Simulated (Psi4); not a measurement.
**[CuF2]− (SMILES [F][Cu-][F]) at CAM-B3LYP-D3(BJ)/aug-cc-pVDZ (density fitting)**

Wanted: a short trajectory of [CuF2]−. Input form: an ASE script.

The calculation is run with Psi4 1.11.

### Step 1. The structure to begin with

[CuF2]−: 3 atoms, total charge -1, spin state singlet. SMILES: `[F][Cu-][F]`. The shape comes from GFN2-xTB, which is rough for such elements, and wasn't checked as a minimum. The run starts from this shape.

Bond lengths: Cu1–F2 1.762 Å, Cu1–F3 1.762 Å. Angles: F2–Cu1–F3 180.0°.

### Step 2. Molecular dynamics at CAM-B3LYP-D3(BJ)/aug-cc-pVDZ (density fitting)

Input file cuf2.xyz:

```xyz
3
CuF2
Cu    -0.000140    -0.000080    -0.000110
F     -0.017000    -0.021070     1.761660
F      0.017140     0.021150    -1.761550
```

Input file run.py:

```python
import numpy as np
from ase.calculators.psi4 import Psi4
from ase.io import read
from ase import units
from ase.md.velocitydistribution import MaxwellBoltzmannDistribution, Stationary
from ase.md.verlet import VelocityVerlet

mol = read('cuf2.xyz')
calc = Psi4(atoms=mol, method='cam-b3lyp-d3bj', basis='aug-cc-pVDZ', memory='1600MB', num_threads=1, charge=-1, multiplicity=1, label='cuf2')
mol.calc = calc

MaxwellBoltzmannDistribution(mol, temperature_K=300.0, rng=np.random.default_rng(330))
Stationary(mol)
dyn = VelocityVerlet(mol, 0.5 * units.fs)
def show():
    ep, ek = mol.get_potential_energy(), mol.get_kinetic_energy()
    print(f'step {dyn.nsteps:3d}  Epot {ep:14.6f}  Ekin {ek:9.6f}  Etot {ep + ek:14.6f} eV  T {mol.get_temperature():7.1f} K')
dyn.attach(show)
dyn.run(25)
```

Started as:

```sh
$ python run.py
```

cuf2.dat:

```text
[...]
  Running in c1 symmetry.
[...]
  Nuclear repulsion =  166.579373008843390
[...]
  Multiplicity = 1
[...]
  Nalpha       = 24
  Nbeta        = 24
[...]
    Number of basis functions: 105
[...]
   @DF-RKS iter   1: -1837.28281700921593    9.54225e-02   3.99160e-02 ADIIS/DIIS
[...]
   @DF-RKS iter  14: -1840.48700106312663   -1.38698e-11   3.33086e-09 DIIS
[...]
    Orbital Energies [Eh]
    ---------------------
    Doubly Occupied:
       1A   -322.853730     2A    -38.653927     3A    -33.860512
       4A    -33.858217     5A    -33.858185     6A    -24.490812
       7A    -24.488659     8A     -4.156008     9A     -2.655504
      10A     -2.647112    11A     -2.647071    12A     -0.952135
      13A     -0.945066    14A     -0.279771    15A     -0.235163
      16A     -0.234332    17A     -0.227384    18A     -0.213372
      19A     -0.213300    20A     -0.137070    21A     -0.137069
      22A     -0.112085    23A     -0.111828    24A     -0.094913
[...]
  @DF-RKS Final Energy: -1840.48700106312663
   => Energetics <=
    Nuclear Repulsion Energy =            166.5793730088433904
    One-Electron Energy =               -2910.9431811189119799
    Two-Electron Energy =                 972.0650423405785432
    DFT Exchange-Correlation Energy =     -68.1875531565941628
    Empirical Dispersion Energy =          -0.0006821370424335
    VV10 Nonlocal Energy =                  0.0000000000000000
    Total Energy =                      -1840.4870010631266268
[...]
 Multipole Moments:
 ------------------------------------------------------------------------------------
     Multipole            Electronic (a.u.)      Nuclear  (a.u.)        Total (a.u.)
 ------------------------------------------------------------------------------------
 L = 1.  Multiply by 2.5417464519 to convert [e a0] to [Debye]
 Dipole X            :          0.1271413           -0.0434225            0.0837188
 Dipole Y            :         -0.0279577            0.0095629           -0.0183949
 Dipole Z            :         -0.0437833            0.0066711           -0.0371122
 Magnitude           :                                                    0.0934052
[...]
  -Total Gradient:
     Atom            X                  Y                   Z
    ------   -----------------  -----------------  -----------------
       1        0.003449962683    -0.000747963416    -0.007290215651
       2       -0.001893880664     0.000422382583    -0.002739218930
       3       -0.001418877968     0.000295338028     0.010023567150
[...]
```

The script printed:

```text
step   0  Epot  -50082.184234  Ekin  0.076052  Etot  -50082.108182 eV  T   196.1 K
step   1  Epot  -50082.183883  Ekin  0.075697  Etot  -50082.108186 eV  T   195.2 K
step   2  Epot  -50082.183658  Ekin  0.075470  Etot  -50082.108188 eV  T   194.6 K
step   3  Epot  -50082.183566  Ekin  0.075374  Etot  -50082.108192 eV  T   194.4 K
step   4  Epot  -50082.183605  Ekin  0.075410  Etot  -50082.108195 eV  T   194.5 K
step   5  Epot  -50082.183774  Ekin  0.075577  Etot  -50082.108197 eV  T   194.9 K
step   6  Epot  -50082.184076  Ekin  0.075875  Etot  -50082.108202 eV  T   195.7 K
step   7  Epot  -50082.184504  Ekin  0.076299  Etot  -50082.108205 eV  T   196.8 K
step   8  Epot  -50082.185052  Ekin  0.076844  Etot  -50082.108208 eV  T   198.2 K
step   9  Epot  -50082.185716  Ekin  0.077504  Etot  -50082.108212 eV  T   199.9 K
step  10  Epot  -50082.186487  Ekin  0.078272  Etot  -50082.108216 eV  T   201.8 K
step  11  Epot  -50082.187355  Ekin  0.079137  Etot  -50082.108218 eV  T   204.1 K
step  12  Epot  -50082.188309  Ekin  0.080089  Etot  -50082.108221 eV  T   206.5 K
step  13  Epot  -50082.189341  Ekin  0.081116  Etot  -50082.108225 eV  T   209.2 K
step  14  Epot  -50082.190433  Ekin  0.082205  Etot  -50082.108228 eV  T   212.0 K
step  15  Epot  -50082.191572  Ekin  0.083342  Etot  -50082.108230 eV  T   214.9 K
step  16  Epot  -50082.192746  Ekin  0.084513  Etot  -50082.108234 eV  T   217.9 K
step  17  Epot  -50082.193937  Ekin  0.085702  Etot  -50082.108236 eV  T   221.0 K
step  18  Epot  -50082.195133  Ekin  0.086894  Etot  -50082.108239 eV  T   224.1 K
step  19  Epot  -50082.196314  Ekin  0.088073  Etot  -50082.108241 eV  T   227.1 K
step  20  Epot  -50082.197466  Ekin  0.089224  Etot  -50082.108243 eV  T   230.1 K
step  21  Epot  -50082.198575  Ekin  0.090330  Etot  -50082.108246 eV  T   232.9 K
step  22  Epot  -50082.199622  Ekin  0.091376  Etot  -50082.108246 eV  T   235.6 K
step  23  Epot  -50082.200594  Ekin  0.092348  Etot  -50082.108247 eV  T   238.1 K
step  24  Epot  -50082.201479  Ekin  0.093231  Etot  -50082.108248 eV  T   240.4 K
step  25  Epot  -50082.202259  Ekin  0.094012  Etot  -50082.108247 eV  T   242.4 K
```

Wall time 20 min (1 thread of Intel Xeon Platinum 8259CL at 2.50GHz (Skylake/Cascade Lake), shared host); peak memory 1.4 GiB.

Step by step:

| step | potential energy change (eV) | largest force (eV/Å) |
| --- | --- | --- |
| 0 | 0.0000 | 0.8129 |
| 2 | 0.0006 | 0.8499 |
| 4 | 0.0006 | 0.8768 |
| 6 | 0.0002 | 0.8930 |
| 8 | -0.0008 | 0.8979 |
| 10 | -0.0023 | 0.8914 |
| 12 | -0.0041 | 0.8734 |
| 14 | -0.0062 | 0.8443 |
| 16 | -0.0085 | 0.8046 |
| 18 | -0.0109 | 0.7551 |
| 20 | -0.0132 | 0.6968 |
| 22 | -0.0154 | 0.6309 |
| 24 | -0.0172 | 0.5587 |
| 25 | -0.0180 | 0.5208 |

### Step 3. What came out

Level: CAM-B3LYP-D3(BJ)/aug-cc-pVDZ (density fitting).

| quantity | value |
| --- | --- |
| potential energy of the last frame | -1840.48700 Eh |
